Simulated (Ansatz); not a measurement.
# GeP2H+ (quintet): from Hartree-Fock to the top rungs, cc-pVDZ

One table from this session's results is given with a row withheld; the runs are named, their logs left out.

The runs use Ansatz 0.2.0, Gaussian basis; cc-pVDZ, core rule «outside noble gas», up to 24 orbitals frozen.

To be run: UHF; CCSD(T) on ROHF; CCSD(T) on UHF; BCCD(T) on ROHF; CISD as a restricted active space (open shells left free, so some higher excitations enter); CCSDT(Q) on ROHF; CCSDT(Q) on UHF; CASSCF and MRCISD+Q, 10 electrons in 11 orbitals; CASSCF and NEVPT2, 10 electrons in 11 orbitals.

25 further runs of the same task are left out: 12 that didn't finish, 13 set aside as unsound or not needed. Runs told in other sessions of the task aren't counted.

## The system

The geometry is a PBE0/def2-TZVP stationary point (not a proven minimum) of the parent state, kept for this charge and spin. No spin-orbit coupling is included. The filled d shell of Ge may be among the frozen orbitals whatever the setting's name suggests.

4 atoms, charge 1, spin multiplicity 5.

Atoms are counted from 1 here; the program's logs count them from 0.

Bond lengths: P1–Ge2 2.188 Å, P1–H4 1.424 Å, Ge2–P3 2.289 Å. Angles: Ge2–P1–H4 96.8°, P1–Ge2–P3 109.9°.

The first run:

in.yaml reads:

```yaml
crystal:
  periodic: [false, false, false]
  atoms:
    - {symbol: P, position_ang: [0.000000, -0.744588, 1.759041]}
    - {symbol: Ge, position_ang: [0.000000, 0.588281, 0.024091]}
    - {symbol: P, position_ang: [0.000000, -0.643960, -1.905161]}
    - {symbol: H, position_ang: [0.000000, 0.273623, 2.754085]}
basis:
  gaussian: {orbitals: cc-pVDZ}
total_charge: 1
magnetization: {spin_polarized: true, initial_magnetization: 4}
hamiltonian: {xc: hf}
output: {orbitals: {seedname: orbitals}}
```

The run is started by

```
$ ansatz run in.yaml --threads 1 --pin off --events-out ev --progress --plain --max-ram 2393MiB
```

Steps of the session up to this table: UHF; CCSD(T) on ROHF; CCSD(T) on UHF; BCCD(T) on ROHF; CISD as a restricted active space (open shells left free, so some higher excitations enter); CCSDT(Q) on ROHF; CCSDT(Q) on UHF; CASSCF and MRCISD+Q, 10 electrons in 11 orbitals; CASSCF and NEVPT2, 10 electrons in 11 orbitals.

One table of the session follows, with a row left open; its other results are not shown here.

| method | from UCCSDT(Q) (meV) |
| --- | --- |
| ROHF | +8004.3 |
| UHF | +7734.0 |
| RMP2 | +1641.5 |
| UMP2 | +1696.3 |
| CISD | +1180.9 |
| RCCSD | +375.7 |
| UCCSD | ? |
| RCCSD(T) | +82.4 |
| UCCSD(T) | +80.4 |
| BCCD(T) | +81.7 |
| RCCSDT | +26.8 |
| UCCSDT | +22.4 |
| RCCSDT(Q) | +5.2 |
| UCCSDT(Q) | 0 |
| CASSCF valence | +6353.9 |
| NEVPT2 valence | +1312.3 |
| MRCISD valence | +751.0 |
| MRCISD+Q valence | +71.6 |

Q: Estimate the row for UCCSD from the others.

The run gave: from UCCSDT(Q) (meV): +363.4. In the column «from UCCSDT(Q) (meV)» it lies between RCCSD(T) (+82.4) and RCCSD (+375.7).

Limits of these values: Restricted and unrestricted rows rest on different reference determinants; a gap between their highest levels can come from leftover correlation error, from unlike frozen cores or from another state.
